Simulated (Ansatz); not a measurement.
# ClFH2NNbO: one species, many methods

An exercise on one series of results from a longer session: the logs are not shown, and one member is left open.

The runs use Ansatz 0.2.0, Gaussian basis; functionals in def2-TZVPP, the program's frozen cores in correlated methods.

The runs, in order: LDA (SPW92), PBE-D4, revPBE-D4, BLYP-D4, r2SCAN-D4, B97M-V, PBE0-D4, B3LYP-D4, r2SCANh-D4, r2SCAN0-D4, HSE06-D4, BHLYP-D4, CAM-B3LYP-D4, LC-ωPBE, ωB97X-V, ωB97M-V, B2PLYP, PBE-QIDH; CCSD(T)/def2-SVP; CCSD(T)/def2-TZVPP; MP2/def2-QZVPP; extrapolation to the limit; RPA on PBE.

### The geometry

All runs share one geometry, relaxed beforehand with PBE0-D4 in a triple-zeta def2 set. Nb takes the def2 core potential; no spin-orbit term is included.

SMILES `[NH2][Nb](=[O])([F])[Cl]`, 7 atoms, charge 0, spin multiplicity 1.

Atoms are counted from 1 here; the program's logs count them from 0.

Bond lengths: N1–Nb2 1.944 Å, N1–H6 1.012 Å, N1–H7 1.010 Å, Nb2–O3 1.684 Å, Nb2–F4 1.872 Å, Nb2–Cl5 2.306 Å. Angles: Nb2–N1–H6 124.2°, Nb2–N1–H7 124.9°, H6–N1–H7 110.9°, N1–Nb2–O3 103.9°, N1–Nb2–F4 110.5°, N1–Nb2–Cl5 109.9°, O3–Nb2–F4 110.7°, O3–Nb2–Cl5 110.6°, F4–Nb2–Cl5 110.9°.

Coordinates:

```xyz
7

N    -0.6810    0.8122    0.5588
Nb    0.4372   -0.5538   -0.2560
O     1.8701   -0.4831    0.6257
F    -0.3599   -2.2397   -0.0897
Cl    0.8200   -0.0381   -2.4706
H    -1.6262    1.0227    0.2658
H    -0.3989    1.4119    1.3205
```

The first run:

in.yaml

```yaml
crystal:
  periodic: [false, false, false]
  atoms:
    - {symbol: N, position_ang: [-0.681023, 0.812169, 0.558829]}
    - {symbol: Nb, position_ang: [0.437210, -0.553847, -0.256047]}
    - {symbol: O, position_ang: [1.870057, -0.483130, 0.625675]}
    - {symbol: F, position_ang: [-0.359882, -2.239676, -0.089657]}
    - {symbol: Cl, position_ang: [0.819967, -0.038138, -2.470647]}
    - {symbol: H, position_ang: [-1.626155, 1.022693, 0.265771]}
    - {symbol: H, position_ang: [-0.398875, 1.411928, 1.320474]}
basis:
  gaussian: {orbitals: def2-TZVPP}
hamiltonian: {xc: lda}
output: {orbitals: {seedname: orbitals}}
```

The run is started by

```
> ansatz run in.yaml --threads 4 --pin off --events-out ev --progress --plain --max-ram 10444MiB
```

Among the steps run: LDA; PBE-D4 (GGA); revPBE-D4 (GGA); BLYP-D4 (GGA); r2SCAN-D4 (meta-GGA); B97M-V (meta-GGA); PBE0-D4 (hybrid); B3LYP-D4 (hybrid); r2SCANh-D4 (hybrid); r2SCAN0-D4 (hybrid); HSE06-D4 (hybrid); BHLYP-D4 (hybrid); CAM-B3LYP-D4 (range-separated); LC-ωPBE (range-separated); ωB97X-V (range-separated); ωB97M-V (range-separated); B2PLYP (double hybrid); PBE-QIDH (double hybrid).

One of the session's tables, all rows but one given; the rest of the session is left out.

It belongs to the step «Frontier levels by functional». 

| functional | HOMO (eV) | LUMO (eV) | gap (eV) |
| --- | --- | --- | --- |
| LDA (SPW92) | -7.64 | -3.13 | 4.51 |
| PBE-D4 | -7.42 | -2.88 | 4.54 |
| revPBE-D4 | -7.34 | -2.78 | 4.56 |
| BLYP-D4 | -7.29 | -2.78 | 4.51 |
| r2SCAN-D4 | -7.76 | -2.78 | 4.98 |
| B97M-V | -7.80 | -2.74 | 5.06 |
| PBE0-D4 | -8.84 | -2.07 | 6.77 |
| B3LYP-D4 | -8.59 | -2.31 | 6.28 |
| r2SCANh-D4 | -8.28 | -2.48 | 5.81 |
| r2SCAN0-D4 | -9.08 | -2.01 | 7.07 |
| HSE06-D4 | -8.43 | -2.45 | 5.98 |
| BHLYP-D4 | -10.15 | -1.13 | 9.02 |
| CAM-B3LYP-D4 | ? | ? | ? |
| LC-ωPBE | -11.65 | 0.23 | 11.87 |
| ωB97X-V | -11.25 | 0.14 | 11.39 |
| ωB97M-V | -11.13 | 0.08 | 11.21 |

Estimate the missing values for CAM-B3LYP-D4.

The run gave: HOMO (eV): -10.25; LUMO (eV): -0.98; gap (eV): 9.27. In the column «HOMO (eV)» it lies between ωB97M-V (-11.13) and BHLYP-D4 (-10.15).
